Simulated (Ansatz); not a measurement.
**C3H9GaSn: how energies converge with the basis set**

Aim: see how fast density functionals converge with the basis set for C3H9GaSn.

The runs use Ansatz 0.2.0, Gaussian basis; one geometry, several basis sets.

The runs, in order: PBE0-D4/def2-SVP; ωB97M-V/def2-SVP; PBE0-D4/def2-QZVPP; ωB97M-V/def2-QZVPP; the functionals' def2-TZVPP values are taken from earlier runs.

### Step 1. The relaxed structure

An earlier PBE0-D4 in a triple-zeta def2 set relaxation fixed the geometry. Sn takes the def2 core potential; no spin-orbit term is included.

SMILES `[CH3][Ga]1[CH2][SnH]1[CH3]`, 14 atoms, charge 0, spin multiplicity 1.

Atoms are counted from 1 here; the program's logs count them from 0.

Bond lengths: C1–Ga2 1.953 Å, C1–H6 1.091 Å, C1–H7 1.092 Å, C1–H8 1.091 Å, Ga2–C3 1.932 Å, Ga2–Sn4 2.697 Å, C3–Sn4 2.261 Å, C3–H9 1.089 Å, C3–H10 1.089 Å, Sn4–C5 2.303 Å, Sn4–H11 2.057 Å, C5–H12 1.094 Å, C5–H13 1.090 Å, C5–H14 1.104 Å. Angles: Ga2–C1–H6 110.1°, Ga2–C1–H7 109.4°, Ga2–C1–H8 111.1°, H6–C1–H7 108.4°, H6–C1–H8 109.4°, H7–C1–H8 108.4°, C1–Ga2–C3 152.8°, C1–Ga2–Sn4 150.1°, C3–Ga2–Sn4 55.5°, Ga2–C3–Sn4 79.6°, Ga2–C3–H9 117.3°, Ga2–C3–H10 117.0°, Sn4–C3–H9 114.8°, Sn4–C3–H10 113.8°, H9–C3–H10 111.1°, Ga2–Sn4–C3 44.8°, Ga2–Sn4–C5 61.4°, Ga2–Sn4–H11 40.7° and more.

### Step 2. PBE0-D4 in def2-SVP

File in.yaml:

```yaml
crystal:
  periodic: [false, false, false]
  atoms:
    - {symbol: C, position_ang: [-1.813297, 0.028637, 1.310506]}
    - {symbol: Ga, position_ang: [-0.102107, -0.516556, 0.544372]}
    - {symbol: C, position_ang: [1.822781, -0.680768, 0.580740]}
    - {symbol: Sn, position_ang: [1.421845, -1.084111, -1.607069]}
    - {symbol: C, position_ang: [0.301320, 0.927102, -1.548980]}
    - {symbol: H, position_ang: [-2.525546, 0.253389, 0.515773]}
    - {symbol: H, position_ang: [-2.216831, -0.787511, 1.913482]}
    - {symbol: H, position_ang: [-1.695102, 0.904257, 1.949926]}
    - {symbol: H, position_ang: [2.241206, -1.521864, 1.131643]}
    - {symbol: H, position_ang: [2.392428, 0.229158, 0.763483]}
    - {symbol: H, position_ang: [-0.328590, -1.710504, -0.727667]}
    - {symbol: H, position_ang: [1.112105, 1.612666, -1.813883]}
    - {symbol: H, position_ang: [-0.446296, 0.939733, -2.342738]}
    - {symbol: H, position_ang: [-0.163927, 1.406382, -0.669577]}
basis:
  gaussian: {orbitals: def2-SVP}
hamiltonian: {xc: pbe0, dispersion: d4}
output: {orbitals: {seedname: orbitals}}
```

Started as:

```bash
> ansatz run in.yaml --threads 2 --pin off --events-out ev --progress --plain --max-ram 22528MiB --backend cpu
```

Further steps of the session: ωB97M-V in def2-SVP; PBE0-D4 in def2-QZVPP; ωB97M-V in def2-QZVPP.

Before running them: what should the planned runs give, taken together? Wanted: PBE0-D4: double and triple zeta above quadruple; ωB97M-V: double and triple zeta above quadruple.

The runs gave:

| quantity | value |
| --- | --- |
| PBE0-D4: double and triple zeta above quadruple | 12.02, 1.41 eV |
| ωB97M-V: double and triple zeta above quadruple | 12.21, 1.37 eV |

In words: For PBE0-D4 the step from double to triple zeta gains 10.61 eV and the next only 1.41 eV. Total energies overstate the basis error of differences, where much of it tends to cancel.
